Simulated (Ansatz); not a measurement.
# Al5C: the cost of one run

Method: DFT PBE, scalar-relativistic, plane waves, PAW, in Ansatz 0.2.0.

### Step 1. Starting point

It takes space group P6/mmm (No. 191, hexagonal). Conventional cell: a = 4.021 Å, b = 4.021 Å, c = 4.219 Å, α = 90.00°, β = 90.00°, γ = 120.00°. Around Al (site symmetry 3m) lie 1 Al at 1.59 Å. Al (site symmetry 6/mmm) has 2 C at 2.11 Å as nearest neighbours. C (site symmetry 6/mmm) has 2 Al at 2.11 Å as nearest neighbours.

Coordinates:

```
Al C
1.0
     4.02149    0.00000    0.00000
    -2.01074    3.48271    0.00000
     0.00000    0.00000    4.21920
Al C
5 1
Direct
  0.33333 0.66667 0.31190
  0.33333 0.66667 0.68810
  0.66667 0.33333 0.68810
  0.66667 0.33333 0.31190
  0.00000 0.00000 0.50000
  0.00000 0.00000 0.00000
```

A structure generator made this guess: random cell by space group and Wyckoff sites (P6/mmm, No. 191). Its size is a rough estimate.

### Step 2. The guess as it stands, on a coarse mesh

Input file input.yaml:

```yaml
crystal:
  lattice:
    - [4.02148944, 0.0, 0.0]
    - [-2.01074472, 3.48271202, 0.0]
    - [0.0, 0.0, 4.21919908]
  atoms:
    - { symbol: Al, position: [0.33333333, 0.66666667, 0.31189533] }
    - { symbol: Al, position: [0.33333333, 0.66666667, 0.68810467] }
    - { symbol: Al, position: [0.66666667, 0.33333333, 0.68810467] }
    - { symbol: Al, position: [0.66666667, 0.33333333, 0.31189533] }
    - { symbol: Al, position: [0.0, 0.0, 0.5] }
    - { symbol: C, position: [0.0, 0.0, 0.0] }
basis:
  ecutwfc: 420
kpoints:
  mp_grid: { grid: [6, 6, 4] }
hamiltonian:
  xc: pbe
scf:
  occupations: { method: gaussian, width: 0.1 }
  lower_state_search: "off"
output:
  forces: true
  stress: true
  eigenvalues: true
```

Run with:

```
ansatz run input.yaml --threads 1 --pin off --max-ram 2048MiB --backend cpu --events-out ev --progress --plain --runs-dir out
```

**Question.** How long does this run take on 1 thread of Intel Xeon Platinum 8259CL at 2.50GHz (Skylake/Cascade Lake), shared host, and how much memory does it need?

About 2.1 s, with a peak of 0.34 GiB.
